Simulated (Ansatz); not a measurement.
# Sn2Te3O: the cost of one run

Program: Ansatz 0.2.0. Level of theory: DFT PBE, scalar-relativistic, plane waves, PAW. These are calculated values, not measurements.

### 1 The structure to begin with

The structure is trigonal, space group R-3m (No. 166). Conventional cell: a = 6.135 Å, b = 6.135 Å, c = 15.609 Å, α = 90.00°, β = 90.00°, γ = 120.00°. Sn (site symmetry 3m) is surrounded by 3 O at 3.60 Å and 9 Te at 3.63 to 3.71 Å and 4 Sn at 3.78 to 3.89 Å. Te (site symmetry 2/m) has 4 Te at 3.07 Å and 2 O at 3.15 Å and 6 Sn at 3.63 to 3.71 Å as nearest neighbours. O (site symmetry -3m) has 6 Te at 3.15 Å and 6 Sn at 3.60 Å as nearest neighbours.

Coordinates:

```
CELL_PARAMETERS angstrom
3.06757 1.77106 5.20290
-3.06757 1.77106 5.20290
0.00000 -3.54212 5.20290
ATOMIC_POSITIONS crystal
Sn 0.12462 0.12462 0.12462
Sn 0.87538 0.87538 0.87538
Te 0.00000 0.50000 0.50000
Te 0.50000 0.00000 0.50000
Te 0.50000 0.50000 0.00000
O 0.50000 0.50000 0.50000
```

Recipe of the guess: species swapped into a database cell of Dy2Fe3Ni (R-3m, No. 166), with Sn on the Dy sites, Te on the Fe sites and O on the Ni sites. Lengths come from tabulated atomic sizes and are only a guess.

### 2 The guess as it stands, on a coarse mesh

File input.yaml:

```yaml
crystal:
  lattice:
    - [3.06756722, 1.77106076, 5.20290423]
    - [-3.06756722, 1.77106076, 5.20290423]
    - [0.0, -3.54212152, 5.20290423]
  atoms:
    - { symbol: Sn, position: [0.124617, 0.124617, 0.124617] }
    - { symbol: Sn, position: [0.875383, 0.875383, 0.875383] }
    - { symbol: Te, position: [0.0, 0.5, 0.5] }
    - { symbol: Te, position: [0.5, 0.0, 0.5] }
    - { symbol: Te, position: [0.5, 0.5, 0.0] }
    - { symbol: O, position: [0.5, 0.5, 0.5] }
basis:
  ecutwfc: 420
kpoints:
  mp_grid: { grid: [3, 3, 3] }
hamiltonian:
  xc: pbe
scf:
  occupations: { method: gaussian, width: 0.1 }
  lower_state_search: "off"
output:
  forces: true
  stress: true
  eigenvalues: true
```

Run with:

```console
$ ansatz run input.yaml --threads 1 --pin off --max-ram 2560MiB --backend cpu --events-out ev --progress --plain --runs-dir out
```

Q: Estimate wall time and peak memory on 1 thread of AMD EPYC 9R45 (Zen 5), shared host.

About 1.7 s, with a peak of 0.47 GiB.
